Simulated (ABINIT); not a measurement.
# AlBN (P4/mmm) in ABINIT: reference runs

Aim: a first look at AlBN with PBE, on the cell as given and on a disturbed one.

Everything below comes from runs of ABINIT 10.8.3 (patched build). Logs are shortened: lines on timing, memory, paths and dates and some standing lists are left out, and cuts for length are marked. The log counts tension as positive stress, the text compression.

## 1. The crystal as given

It takes space group P4/mmm (No. 123, tetragonal). Conventional cell: a = 2.646 Å, b = 2.646 Å, c = 5.403 Å, α = 90.00°, β = 90.00°, γ = 90.00°. Around Al (site symmetry 4/mmm) lie 4 N at 1.87 Å. Around B (site symmetry 4/mmm) lie 4 B at 2.65 Å and 2 Al at 2.70 Å. Around N (site symmetry 4/mmm) lie 4 Al at 1.87 Å.

The cell was built by a generator and needn't be a form met in nature.

## 2. Single point, PBE

File run.abi:

```
pp_dirpath "./"
pseudos "Al.GGA_PBE-JTH.xml, B.GGA_PBE-JTH.xml, N.GGA_PBE-JTH.xml"

acell 2.64562 2.64562 5.40264 Angstrom
rprim
     1.0000000000     0.0000000000     0.0000000000
     0.0000000000     1.0000000000     0.0000000000
     0.0000000000     0.0000000000     1.0000000000
ntypat 3
znucl 13 5 7
natom 3
typat 1 2 3
xred
     0.5000000000     0.5000000000     0.0000000000
     0.5000000000     0.5000000000     0.5000000000
     0.0000000000     0.0000000000     0.0000000000

ecut 26.0
pawecutdg 48.0
pawxcdev 0

kptopt 1
ngkpt 10 10 5
nshiftk 1
shiftk 0.0 0.0 0.0

ixc 11

nband 10
occopt 3
tsmear 0.05 eV

nstep 100
tolvrs 1.0e-9

iomode 3
prtwf 0
prtden 0
prteig 0
prtebands 0
enunit 2
```

Potentials or basis: JTH PAW PBE v2.0.

Started as:

```console
> abinit run.abi > log 2>&1
```

run.abo:

```text
.Version 10.8.3 of ABINIT
 Symmetries : space group P4/m m m (#123); Bravais tP (primitive tetrag.)
================================================================================
 Values of the parameters that define the memory need of the present run
     intxc =       0    ionmov =       0      iscf =      17    lmnmax =       8
     lnmax =       4     mgfft =      48  mpssoang =       2    mqgrid =    3185
     natom =       3  nloc_mem =       2    nspden =       1   nspinor =       1
    nsppol =       1      nsym =      16    n1xccc =       1    ntypat =       3
    occopt =       3   xclevel =       2
       mpw =        1640          nfft =       27648          nkpt =          63
 PAW method is used; the additional fine FFT grid is defined by:
   mgfftf=        64    nfftf =     65536
================================================================================
================================================================================

--------------------------------------------------------------------------------
------------- Echo of variables that govern the present computation ------------
--------------------------------------------------------------------------------
 -outvars: echo values of preprocessed input variables --------
            acell      4.9994972332E+00  4.9994972332E+00  1.0209509957E+01 Bohr
              amu      2.69815390E+01  1.08110000E+01  1.40067400E+01
             ecut      2.60000000E+01 Hartree
           enunit           2
                       outvar_i_n : Printing only first  50 k-points.
              ixc          11
                       outvar_i_n : Printing only first  50 k-points.
         kptrlatt       10    0    0      0   10    0      0    0    5
          kptrlen      4.99949723E+01
            natom           3
            nband          10
            ngfft          24      24      48
          ngfftdg          32      32      64
             nkpt          63
            nstep         100
             nsym          16
           ntypat           3
                       prtocc : prtvol=0, do not print more k-points.
           occopt           3
        pawecutdg      4.80000000E+01 Hartree
         pawxcdev           0
           prtden           0
        prtebands           0
           prteig           0
            prtwf           0
          spgroup         123
           tolvrs      1.00000000E-09
           tsmear      1.83746611E-03 Hartree
            typat      1  2  3
           useylm           1
                       outvars : Printing only first  50 k-points.
           xangst      1.3228100000E+00  1.3228100000E+00  0.0000000000E+00
                       1.3228100000E+00  1.3228100000E+00  2.7013200000E+00
                       0.0000000000E+00  0.0000000000E+00  0.0000000000E+00
            xcart      2.4997486166E+00  2.4997486166E+00  0.0000000000E+00
                       2.4997486166E+00  2.4997486166E+00  5.1047549784E+00
                       0.0000000000E+00  0.0000000000E+00  0.0000000000E+00
             xred      5.0000000000E-01  5.0000000000E-01  0.0000000000E+00
                       5.0000000000E-01  5.0000000000E-01  5.0000000000E-01
                       0.0000000000E+00  0.0000000000E+00  0.0000000000E+00
            znucl       13.00000    5.00000    7.00000

================================================================================

 chkinp: Checking input parameters for consistency.

================================================================================
== DATASET  1 ==================================================================

--- !DatasetInfo
iteration_state: {dtset: 1, }
dimensions: {natom: 3, nkpt: 63, mband: 10, nsppol: 1, nspinor: 1, nspden: 1, mpw: 1640, }
cutoff_energies: {ecut:  26.0, pawecutdg:  48.0, }
electrons: {nelect:   1.10000000E+01, charge:   0.00000000E+00, occopt:   3.00000000E+00, tsmear:   1.83746611E-03, }
meta: {optdriver: 0, ionmov: 0, optcell: 0, iscf: 17, paral_kgb: 0, }
...

 Exchange-correlation functional for the present dataset will be:
  GGA: Perdew-Burke-Ernzerhof functional - ixc=11
  J.P.Perdew, K.Burke, M.Ernzerhof, PRL 77, 3865 (1996)

 Real(R)+Recip(G) space primitive vectors, cartesian coordinates (Bohr,Bohr^-1):
 R(1)=  4.9994972  0.0000000  0.0000000  G(1)=  0.2000201  0.0000000  0.0000000
 R(2)=  0.0000000  4.9994972  0.0000000  G(2)=  0.0000000  0.2000201  0.0000000
 R(3)=  0.0000000  0.0000000 10.2095100  G(3)=  0.0000000  0.0000000  0.0979479
 Unit cell volume ucvol=  2.5518642E+02 bohr^3
 Angles (23,13,12)=  9.00000000E+01  9.00000000E+01  9.00000000E+01 degrees

 Coarse grid specifications (used for wave-functions):

 getcut: wavevector=  0.0000  0.0000  0.0000  ngfft=  24  24  48
         ecut(hartree)=     26.000   => boxcut(ratio)=   2.04826

[... 74 lines left out ...]
lattice_volume:   2.5518642E+02
convergence: {deltae:  3.602E-12, res2:  1.436E-10, residm:  4.047E-05, diffor: null, }
etotal    :  -1.48954157E+01
entropy   :   0.00000000E+00
fermie    :   1.84688809E-01
cartesian_stress_tensor: # hartree/bohr^3
- [ -9.98335978E-06,   0.00000000E+00,   0.00000000E+00, ]
- [  0.00000000E+00,  -9.98335978E-06,   0.00000000E+00, ]
- [  0.00000000E+00,   0.00000000E+00,  -2.01143932E-05, ]
pressure_GPa:   3.9308E-01
xred      :
- [  5.0000E-01,   5.0000E-01,   0.0000E+00, Al]
- [  5.0000E-01,   5.0000E-01,   5.0000E-01,  B]
- [  0.0000E+00,   0.0000E+00,   0.0000E+00,  N]
cartesian_forces: # hartree/bohr
- [ -0.00000000E+00,  -0.00000000E+00,  -0.00000000E+00, ]
- [ -0.00000000E+00,  -0.00000000E+00,  -0.00000000E+00, ]
- [ -0.00000000E+00,  -0.00000000E+00,  -0.00000000E+00, ]
force_length_stats: {min:   0.00000000E+00, max:   0.00000000E+00, mean:   0.00000000E+00, }
...

 Integrated electronic density in atomic spheres:
 ------------------------------------------------
 Atom  Sphere_radius  Integrated_density
    1        1.90363          0.91174229
    2        1.70617          1.28101293
    3        1.20497          2.65104488

================================================================================

 ----iterations are completed or convergence reached----

 Mean square residual over all n,k,spin=   19.607E-08; max=  40.468E-06
 reduced coordinates (array xred) for    3 atoms
       0.500000000000      0.500000000000      0.000000000000
       0.500000000000      0.500000000000      0.500000000000
       0.000000000000      0.000000000000      0.000000000000
 rms dE/dt=  0.0000E+00; max dE/dt=  0.0000E+00; dE/dt below (all hartree)
    1       0.000000000000      0.000000000000      0.000000000000
    2       0.000000000000      0.000000000000      0.000000000000
    3       0.000000000000      0.000000000000      0.000000000000

 cartesian coordinates (angstrom) at end:
    1      1.32281000000000     1.32281000000000     0.00000000000000
    2      1.32281000000000     1.32281000000000     2.70132000000000
    3      0.00000000000000     0.00000000000000     0.00000000000000

 cartesian forces (hartree/bohr) at end:
    1     -0.00000000000000    -0.00000000000000    -0.00000000000000
    2     -0.00000000000000    -0.00000000000000    -0.00000000000000
    3     -0.00000000000000    -0.00000000000000    -0.00000000000000
 frms,max,avg= 0.0000000E+00 0.0000000E+00   0.000E+00  0.000E+00  0.000E+00 h/b

 cartesian forces (eV/Angstrom) at end:
    1     -0.00000000000000    -0.00000000000000    -0.00000000000000
    2     -0.00000000000000    -0.00000000000000    -0.00000000000000
    3     -0.00000000000000    -0.00000000000000    -0.00000000000000
 frms,max,avg= 0.0000000E+00 0.0000000E+00   0.000E+00  0.000E+00  0.000E+00 e/A
 length scales=  4.999497233224  4.999497233224 10.209509956874 bohr
              =  2.645620000000  2.645620000000  5.402640000000 angstroms
 Fermi (or HOMO) energy (hartree) =   0.18469   Average Vxc (hartree)=  -0.36310
 Eigenvalues (hartree) for nkpt=  63  k points:
 kpt#   1, nband= 10, wtk=  0.00200, kpt=  0.0000  0.0000  0.0000 (reduced coord)
  -0.41339   -0.09997   -0.01689    0.14268    0.14268    0.23775    0.37036    0.39564
   0.39564    0.49976
      occupation numbers for kpt#   1
   2.00000    2.00000    2.00000    2.00000    2.00000    0.00000    0.00000    0.00000
   0.00000    0.00000
 prteigrs : prtvol=0 or 1, do not print more k-points.

 Fermi (or HOMO) energy (eV) =   5.02564   Average Vxc (eV)=  -9.88046
 Eigenvalues (   eV  ) for nkpt=  63  k points:
 kpt#   1, nband= 10, wtk=  0.00200, kpt=  0.0000  0.0000  0.0000 (reduced coord)
 -11.24904   -2.72028   -0.45948    3.88261    3.88261    6.46956   10.07805   10.76586
  10.76586   13.59930
 prteigrs : prtvol=0 or 1, do not print more k-points.

--- !EnergyTerms
iteration_state     : {dtset: 1, }
comment             : Components of total free energy in Hartree
kinetic             :  8.28198112075553E+00
hartree             :  4.83702581664848E+00
xc                  : -4.83727188761645E+00
Ewald energy        : -1.11528041811683E+01
psp_core            :  1.56746601339411E-01
local_psp           : -1.43802835717654E+01
PAW spherical_terms :  2.19962900961910E+00
internal            : -1.48949770921877E+01
'-kT*entropy'       : -4.36022735373989E-04
total_energy        : -1.48954131149230E+01
total_energy_eV     : -4.05324839563622E+02
...

--- !EnergyTermsDC
iteration_state     : {dtset: 1, }
comment             : '"Double-counting" decomposition of free energy'
band_energy         : -2.44913380601213E-01
Ewald energy        : -1.11528041811683E+01
psp_core            :  1.56746601339411E-01
xc_dc               : -4.06056559394739E+00
PAW spherical_terms :  4.06556871761838E-01
internal            : -1.48949796826157E+01
'-kT*entropy'       : -4.36022735373989E-04
total_energy_dc     : -1.48954157053511E+01
total_energy_dc_eV  : -4.05324910052759E+02
...

--- !EnergyTermsWithPAWCore
iteration_state     : {dtset: 1, }
comment             : 'Components of total free energy, including PAW core contributions'
Total energy        : -3.22331328997652E+02
Total energy DC     : -3.22331331588081E+02
Total energy (eV)   : -8.77108229253550E+03
Total energy DC (eV): -8.77108236302463E+03
...

 Cartesian components of stress tensor (hartree/bohr^3)
  sigma(1 1)= -9.98335978E-06  sigma(3 2)=  0.00000000E+00
  sigma(2 2)= -9.98335978E-06  sigma(3 1)=  0.00000000E+00
  sigma(3 3)= -2.01143932E-05  sigma(2 1)=  0.00000000E+00

-Cartesian components of stress tensor (GPa)         [Pressure=  3.9308E-01 GPa]
- sigma(1 1)= -2.93720585E-01  sigma(3 2)=  0.00000000E+00
- sigma(2 2)= -2.93720585E-01  sigma(3 1)=  0.00000000E+00
- sigma(3 3)= -5.91785880E-01  sigma(2 1)=  0.00000000E+00

== END DATASET(S) ==============================================================
================================================================================

 -outvars: echo values of variables after computation  --------
            acell      4.9994972332E+00  4.9994972332E+00  1.0209509957E+01 Bohr
           etotal     -1.4895415705E+01
            fcart     -0.0000000000E+00 -0.0000000000E+00 -0.0000000000E+00
                      -0.0000000000E+00 -0.0000000000E+00 -0.0000000000E+00
                      -0.0000000000E+00 -0.0000000000E+00 -0.0000000000E+00
           strten     -9.9833597763E-06 -9.9833597763E-06 -2.0114393238E-05
                       0.0000000000E+00  0.0000000000E+00  0.0000000000E+00
           xangst      1.3228100000E+00  1.3228100000E+00  0.0000000000E+00
                       1.3228100000E+00  1.3228100000E+00  2.7013200000E+00
                       0.0000000000E+00  0.0000000000E+00  0.0000000000E+00
             xred      5.0000000000E-01  5.0000000000E-01  0.0000000000E+00
                       5.0000000000E-01  5.0000000000E-01  5.0000000000E-01
                       0.0000000000E+00  0.0000000000E+00  0.0000000000E+00
 Calculation completed.
```

It took 36 s on 1 thread of Arm Neoverse V1, shared host; peak memory 0.11 GiB.

What came out:

| Quantity | Value |
| --- | --- |
| Free energy | -405.3249 eV |
| Pressure | 0.4 GPa |
| Band gap on the k mesh | none (metal or under the smearing width) |
| Valence electrons inside the program's atomic spheres | Al 0.91; B 1.28; N 2.65 |

Stress tensor (GPa, compression positive):
```
0.29 0.00 0.00
0.00 0.29 0.00
0.00 0.00 0.59
```

Levels at points of the mesh, in eV from the Fermi level:
| k point | band 2 | band 3 | band 4 | band 5 | band 6 | band 7 | band 8 | band 9 |
| --- | --- | --- | --- | --- | --- | --- | --- | --- |
| (0.00, 0.00, 0.00) | -7.75 | -5.49 | -1.14 | -1.14 | 1.44 | 5.05 | 5.74 | 5.74 |
| (0.50, 0.00, 0.00) | -7.98 | -4.13 | -2.18 | -2.17 | -0.74 | -0.65 | 6.75 | 8.83 |
| (0.50, 0.50, 0.00) | -5.95 | -5.95 | -1.83 | -0.34 | 0.09 | 0.09 | 1.76 | 4.96 |

## 3. Single point, PBE (atoms moved at random, drawn with an rms of 0.05 Å)

File run.abi:

```
# Pseudopotentials
pp_dirpath "./"
pseudos "Al.GGA_PBE-JTH.xml, B.GGA_PBE-JTH.xml, N.GGA_PBE-JTH.xml"

# Structure
acell 3*1.0
rprim
     4.9994972298     0.0000000000     0.0000000000
     0.0000000000     4.9994972298     0.0000000000
     0.0000000000     0.0000000000    10.2095099499
ntypat 3
znucl 13 5 7
natom 3
typat 1 2 3
xred
     0.5034650000     0.5017600000     0.0003580000
     0.5150080000     0.4730090000     0.5021630000
    -0.0019080000     0.0097200000    -0.0021360000
chkprim 0
chksymtnons 0
tolsym 1.0e-6

# Plane-wave basis
ecut 707.496042 eV
pawecutdg 48.0
pawxcdev 0

# k points
kptopt 1
ngkpt 10 10 5
nshiftk 1
shiftk 0.0 0.0 0.0

# Exchange and correlation
ixc 11

# Bands and occupations
nband 10
occopt 3
tsmear 0.05 eV

# SCF cycle
nstep 100
tolvrs 1.0e-9

# Output
iomode 3
prtwf 0
prtden 0
prteig 0
prtebands 0
enunit 1
```

Potentials or basis: JTH PAW PBE v2.0.

Started as:

```console
> abinit run.abi > log 2>&1
```

run.abo:

```text
.Version 10.8.3 of ABINIT
 Symmetries : space group P1 (#  1); Bravais aP (primitive triclinic)
================================================================================
 Values of the parameters that define the memory need of the present run
     intxc =       0    ionmov =       0      iscf =      17    lmnmax =       8
     lnmax =       4     mgfft =      48  mpssoang =       2    mqgrid =    3185
     natom =       3  nloc_mem =       2    nspden =       1   nspinor =       1
    nsppol =       1      nsym =       1    n1xccc =       1    ntypat =       3
    occopt =       3   xclevel =       2
       mpw =        1640          nfft =       27648          nkpt =         252
 PAW method is used; the additional fine FFT grid is defined by:
   mgfftf=        64    nfftf =     65536
================================================================================
================================================================================

--------------------------------------------------------------------------------
------------- Echo of variables that govern the present computation ------------
--------------------------------------------------------------------------------
 -outvars: echo values of preprocessed input variables --------
            acell      1.0000000000E+00  1.0000000000E+00  1.0000000000E+00 Bohr
              amu      2.69815390E+01  1.08110000E+01  1.40067400E+01
          chkprim           0
      chksymtnons           0
             ecut      2.60000000E+01 Hartree
           enunit           1
                       outvar_i_n : Printing only first  50 k-points.
[... 242 lines left out ...]
--- !EnergyTermsWithPAWCore
iteration_state     : {dtset: 1, }
comment             : 'Components of total free energy, including PAW core contributions'
Total energy        : -3.22331208130030E+02
Total energy DC     : -3.22331203321770E+02
Total energy (eV)   : -8.77107900355993E+03
Total energy DC (eV): -8.77107887272052E+03
...

 Cartesian components of stress tensor (hartree/bohr^3)
  sigma(1 1)= -1.64247329E-05  sigma(3 2)= -2.70812425E-06
  sigma(2 2)= -9.02121499E-06  sigma(3 1)=  1.44548160E-06
  sigma(3 3)= -1.92619913E-05  sigma(2 1)=  4.36982788E-06

-Cartesian components of stress tensor (GPa)         [Pressure=  4.3845E-01 GPa]
- sigma(1 1)= -4.83232324E-01  sigma(3 2)= -7.96757661E-02
- sigma(2 2)= -2.65413308E-01  sigma(3 1)=  4.25275371E-02
- sigma(3 3)= -5.66707349E-01  sigma(2 1)=  1.28564775E-01

== END DATASET(S) ==============================================================
================================================================================

 -outvars: echo values of variables after computation  --------
            acell      1.0000000000E+00  1.0000000000E+00  1.0000000000E+00 Bohr
           etotal     -1.4895287439E+01
            fcart     -5.6595774860E-03  8.3509435491E-03 -7.6148182873E-04
                       6.1183019644E-04 -1.2758164068E-03 -6.9471362447E-04
                       5.0477472895E-03 -7.0751271422E-03  1.4561954532E-03
            rprim      4.9994972298E+00  0.0000000000E+00  0.0000000000E+00
                       0.0000000000E+00  4.9994972298E+00  0.0000000000E+00
                       0.0000000000E+00  0.0000000000E+00  1.0209509950E+01
           strten     -1.6424732868E-05 -9.0212149916E-06 -1.9261991280E-05
                      -2.7081242455E-06  1.4454816046E-06  4.3698278789E-06
           xangst      1.3319770724E+00  1.3274662903E+00  1.9341451187E-03
                       1.3625154640E+00  1.2514020697E+00  2.7130059085E+00
                      -5.0478429565E-03  2.5715426382E-02 -1.1540039032E-02
             xred      5.0346500000E-01  5.0176000000E-01  3.5800000000E-04
                       5.1500800000E-01  4.7300900000E-01  5.0216300000E-01
                      -1.9080000000E-03  9.7200000000E-03 -2.1360000000E-03
 Calculation completed.
```

It took 2 min on 1 thread of Arm Neoverse V1, shared host; peak memory 0.2 GiB.

What came out:

```
Free energy                                           : -405.3214 eV
Pressure                                              : 0.4 GPa
Largest force                                         : 0.520 eV/Å
Band gap on the k mesh                                : none (metal or under the smearing width)
Valence electrons inside the program's atomic spheres : Al 0.91; B 1.28; N 2.65
```

Forces on the atoms (eV/Å):
```
Al  -0.291  0.429 -0.039
B    0.031 -0.066 -0.036
N    0.260 -0.364  0.075
```

Stress tensor (GPa, compression positive):
```
 0.48 -0.13 -0.04
-0.13  0.27  0.08
-0.04  0.08  0.57
```
